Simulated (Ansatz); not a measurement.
TePb, space group Fm-3m, an equation of state with a fit

With Ansatz 0.2.0 through its Python package.

Interactive session:
```pycon
>>> import ansatz as az
>>> from ase.eos import EquationOfState
>>> from ase.units import GPa
>>> import numpy as np
>>> SMEARING = "Fixed"
>>> FUNCTIONAL = "pbe"
>>> CUTOFF = 500
>>> KGRID = (6, 6, 6)
>>> vectors0 = np.array([
...     [0.0, 3.231, 3.231],
...     [3.231, 0.0, 3.231],
...     [3.231, 3.231, 0.0],
... ])
>>> sites = [
...     ("Te", (0.5, 0.5, 0.5)),
...     ("Pb", (0.0, 0.0, 0.0)),
... ]
>>> def crystal_on(cell):
...     crystal = az.Crystal(lattice=az.Lattice.of(cell))
...     for symbol, position in sites:
...         crystal = crystal.atom(symbol, position)
...     return crystal
...
>>> # scale the volume, keep shape and fractions
>>> volumes, energies = [], []
>>> for scale in np.linspace(0.95, 1.07, 5):
...     cell = vectors0 * scale ** (1 / 3)
...     calc = (
...         crystal_on(cell).calculation()
...         .pseudopotentials("paw")
...         .occupations(SMEARING)
...         .functional(FUNCTIONAL)
...         .basis(CUTOFF)
...         .kpoints(*KGRID)
...     )
...     summary = calc.run(threads=1).report
...     volumes.append(abs(np.linalg.det(cell)) / len(sites))
...     energies.append(summary["free_energy_ev"] / len(sites))
...     print(f"V = {volumes[-1]:8.4f} A^3/atom  F = {energies[-1]:.5f} eV/atom")
...
V =  32.0431 A^3/atom  F = -9443.54686 eV/atom
V =  33.0550 A^3/atom  F = -9443.57218 eV/atom
V =  34.0669 A^3/atom  F = -9443.58731 eV/atom
V =  35.0788 A^3/atom  F = -9443.59377 eV/atom
V =  36.0906 A^3/atom  F = -9443.59283 eV/atom
>>> eos = EquationOfState(volumes, energies, eos="birchmurnaghan")
>>> v0, e0, bulk = eos.fit()
>>> print(f"V0 = {v0:.4f} A^3/atom, E0 = {e0:.5f} eV/atom, B = {bulk / GPa:.1f} GPa")
V0 = 35.4399 A^3/atom, E0 = -9443.59423 eV/atom, B = 38.7 GPa
```

A third-order Birch-Murnaghan fit through the 5 points has its minimum at 35.44 Å³ an atom, 5.1 % above the typed cell, with a bulk modulus of 39 GPa and dB/dP = 4.5. From that minimum the energy rises by 47.4 meV an atom on the compressed side and 1.4 meV on the expanded side. The window is off centre, so dB/dP is rough.

Caveats:
- Total energies depend on the potentials; only differences at equal settings carry meaning.
- For a gap this small the mesh is coarse, and bands can meet between its points.
- Spin-orbit coupling, which matters for elements this heavy, is left out.
- The starting cell is as deposited in a crystallographic database; the results hold for this polymorph, which needn't be the stable one.
- Hardware and time: 7.8 s on 1 thread of Arm Neoverse V1, with other jobs on the host, peak memory 0.4 GiB.
